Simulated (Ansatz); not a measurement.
# CH₆BNS: one species, many methods

An exercise on one series of results from a longer session: the logs are not shown, and one member is left open.

Method: functionals in def2-TZVPP, the program's frozen cores in correlated methods; program: Ansatz 0.2.0, Gaussian basis.

Plan: LDA (SPW92), PBE-D4, revPBE-D4, BLYP-D4, r2SCAN-D4, B97M-V, PBE0-D4, B3LYP-D4, r2SCANh-D4, r2SCAN0-D4, HSE06-D4, BHLYP-D4, CAM-B3LYP-D4, LC-ωPBE, ωB97X-V, ωB97M-V, B2PLYP, PBE-QIDH; CCSD(T)/def2-SVP; CCSD(T)/def2-TZVPP; MP2/def2-QZVPP; extrapolation to the limit; RPA on PBE.

### The relaxed structure

All runs share one geometry, relaxed beforehand with PBE0-D4 in a triple-zeta def2 set.

SMILES `BSCN`, 10 atoms, charge 0, spin multiplicity 1.

Atoms are counted from 1 here; the program's logs count them from 0.

Bond lengths: B1–S2 1.757 Å, B1–H5 1.193 Å, B1–H6 1.192 Å, S2–C3 1.823 Å, C3–N4 1.441 Å, C3–H7 1.098 Å, C3–H8 1.090 Å, N4–H9 1.012 Å, N4–H10 1.013 Å. Angles: S2–B1–H5 116.3°, S2–B1–H6 120.7°, H5–B1–H6 122.9°, B1–S2–C3 103.7°, S2–C3–N4 111.2°, S2–C3–H7 104.5°, S2–C3–H8 107.9°, N4–C3–H7 115.5°, N4–C3–H8 109.2°, H7–C3–H8 108.1°, C3–N4–H9 111.1°, C3–N4–H10 110.6°, H9–N4–H10 108.1°.

The first run:

Input file in.yaml:

```yaml
crystal:
  periodic: [false, false, false]
  atoms:
    - {symbol: B, position_ang: [-1.132817, 1.611762, 0.068131]}
    - {symbol: S, position_ang: [-1.256941, -0.026596, 0.690463]}
    - {symbol: C, position_ang: [0.433135, -0.685501, 0.513205]}
    - {symbol: N, position_ang: [0.766470, -0.902180, -0.871967]}
    - {symbol: H, position_ang: [-2.140063, 2.250510, 0.056382]}
    - {symbol: H, position_ang: [-0.085114, 2.046726, -0.297584]}
    - {symbol: H, position_ang: [0.448002, -1.580980, 1.148738]}
    - {symbol: H, position_ang: [1.122949, 0.043833, 0.938502]}
    - {symbol: H, position_ang: [0.191063, -1.630329, -1.276518]}
    - {symbol: H, position_ang: [1.736414, -1.178346, -0.966250]}
basis:
  gaussian: {orbitals: def2-TZVPP}
hamiltonian: {xc: lda}
output: {orbitals: {seedname: orbitals}}
```

Command:

```sh
> ansatz run in.yaml --threads 2 --pin off --events-out ev --progress --plain --max-ram 4352MiB
```

Among the steps run: LDA; PBE-D4 (GGA); revPBE-D4 (GGA); BLYP-D4 (GGA); r2SCAN-D4 (meta-GGA); B97M-V (meta-GGA); PBE0-D4 (hybrid); B3LYP-D4 (hybrid); r2SCANh-D4 (hybrid); r2SCAN0-D4 (hybrid); HSE06-D4 (hybrid); BHLYP-D4 (hybrid); CAM-B3LYP-D4 (range-separated); LC-ωPBE (range-separated); ωB97X-V (range-separated); ωB97M-V (range-separated); B2PLYP (double hybrid); PBE-QIDH (double hybrid).

One of the session's tables, all rows but one given; the rest of the session is left out.

It belongs to the step «Orbital energies across the functionals». 

| functional | HOMO (eV) | gap (eV) |
| --- | --- | --- |
| LDA (SPW92) | -5.96 | 3.73 |
| PBE-D4 | ? | ? |
| revPBE-D4 | -5.80 | 3.92 |
| BLYP-D4 | -5.74 | 3.93 |
| r2SCAN-D4 | -6.15 | 4.49 |
| B97M-V | -6.32 | 4.60 |
| PBE0-D4 | -7.30 | 6.26 |
| B3LYP-D4 | -7.06 | 5.82 |
| r2SCANh-D4 | -6.69 | 5.36 |
| r2SCAN0-D4 | -7.50 | 6.66 |
| HSE06-D4 | -6.89 | 5.47 |
| BHLYP-D4 | -8.60 | 8.58 |
| CAM-B3LYP-D4 | -8.71 | 8.76 |
| LC-ωPBE | -10.08 | 11.27 |
| ωB97X-V | -9.74 | 10.85 |
| ωB97M-V | -9.64 | 10.53 |

Estimate the missing values for PBE-D4.

As computed: HOMO (eV): -5.85; gap (eV): 3.87. In the column «HOMO (eV)» it lies between LDA (SPW92) (-5.96) and revPBE-D4 (-5.80).
